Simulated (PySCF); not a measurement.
**Pb(NH2)4: other functionals and bases at one geometry**

An exercise on one series of results from a longer session: the logs are not shown, and one member is left open.

Method: several levels, as the steps say, no spin–orbit coupling; program: PySCF 2.14.0.

1 further run of the same task is left out (for a known fault of the program).

## The starting structure

13 atoms, charge 0, spin multiplicity 1.

Bond lengths: Pb1–N2 2.154 Å, Pb1–N5 2.154 Å, Pb1–N8 2.154 Å, Pb1–N11 2.154 Å, N2–H3 1.022 Å, N2–H4 1.022 Å, N5–H6 1.022 Å, N5–H7 1.022 Å, N8–H9 1.022 Å, N8–H10 1.022 Å, N11–H12 1.022 Å, N11–H13 1.022 Å. Angles: N2–Pb1–N5 104.2°, N2–Pb1–N8 120.6°, N2–Pb1–N11 104.2°, N5–Pb1–N8 104.2°, N5–Pb1–N11 120.6°, N8–Pb1–N11 104.2°, Pb1–N2–H3 107.4°, Pb1–N2–H4 108.5°, H3–N2–H4 105.8°, Pb1–N5–H6 108.5°, Pb1–N5–H7 107.4°, H6–N5–H7 105.8°, Pb1–N8–H9 108.5°, Pb1–N8–H10 107.4°, H9–N8–H10 105.8°, Pb1–N11–H12 107.4°, Pb1–N11–H13 108.5°, H12–N11–H13 105.8°.

As a file:

```xyz
13

Pb    0.0000    0.0000    0.0000
N     1.0669    1.3299    1.3162
H     1.4841    0.7589    2.0544
H     1.8513    1.7353    0.8016
N    -1.0669   -1.3162    1.3299
H    -1.8513   -0.8016    1.7353
H    -1.4841   -2.0544    0.7589
N     1.0669   -1.3299   -1.3162
H     1.8513   -1.7353   -0.8016
H     1.4841   -0.7589   -2.0544
N    -1.0669    1.3162   -1.3299
H    -1.4841    2.0544   -0.7589
H    -1.8513    0.8016   -1.7353
```

Formal oxidation states: Pb +4. An earlier session relaxed this geometry at PBE0, Pb def2-SVP with ECP60, N def2-SVP, H def2-SVP (singlet, point group S4).

At PBE0 on the finer grid: E = -416.196264 Eh, HOMO -6.69 eV, LUMO -1.27 eV, Mulliken charge on Pb1 +0.74 e, largest force component 0.012 eV/Å. 

Levels to run: BLYP; TPSS; PBE0, TZVP. Hardware: 2 threads of Arm Neoverse V1, shared host.

The first run:

run.py (the lines that set the calculation) reads:

```python
mol = gto.M(atom='''
Pb     0.00000     0.00000     0.00000
N      1.06686     1.32994     1.31621
H      1.48414     0.75891     2.05436
H      1.85133     1.73533     0.80159
N     -1.06686    -1.31621     1.32994
H     -1.85133    -0.80159     1.73533
H     -1.48414    -2.05436     0.75891
N      1.06686    -1.32994    -1.31621
H      1.85133    -1.73533    -0.80159
H      1.48414    -0.75891    -2.05436
N     -1.06686     1.31621    -1.32994
H     -1.48414     2.05436    -0.75891
H     -1.85133     0.80159    -1.73533''',
    basis={'Pb': 'def2-SVP', 'N': 'def2-SVP', 'H': 'def2-SVP'},
    ecp={'Pb': 'def2-SVP'},
    charge=0, spin=0)
mf = dft.RKS(mol, xc='BLYP')
mf.grids.atom_grid = (75, 302)
mf = mf.density_fit()  # fitting sets: Pb def2-universal-JKFIT, N def2-universal-JKFIT, H def2-universal-JKFIT
mf.conv_tol = 1e-08; mf.max_cycle = 55
mf.kernel(dm0)  # dm0: the density of the relaxed state
```

Started as:

```
OMP_NUM_THREADS=2 python run.py
```

Among the steps run: BLYP; TPSS; PBE0, TZVP.

One of the session's tables, all rows but one given; the rest of the session is left out.

```
              level  HOMO (eV)  gap (eV)  charge on Pb1 (e)  largest force component (eV/Å)
PBE0 (relaxed here)      -6.69      5.42               0.74                            0.01
               BLYP      -5.08      3.04               0.54                            0.62
               TPSS      -5.34      3.31               0.64                            0.44
         PBE0, TZVP          ?         ?                  ?                               ?
```

Estimate the missing values for PBE0, TZVP.

The run gave: HOMO (eV): -7.02; gap (eV): 5.37; charge on Pb1 (e): 1.04; largest force component (eV/Å): 0.20. In the column «HOMO (eV)» it is the lowest.

In one basis the HOMO–LUMO gap runs from 3.04 eV (BLYP) to 5.42 eV (PBE0). The largest leftover force, 0.62 eV/Å with BLYP, stands at a geometry relaxed at another level. Total energies of different levels can't be compared.
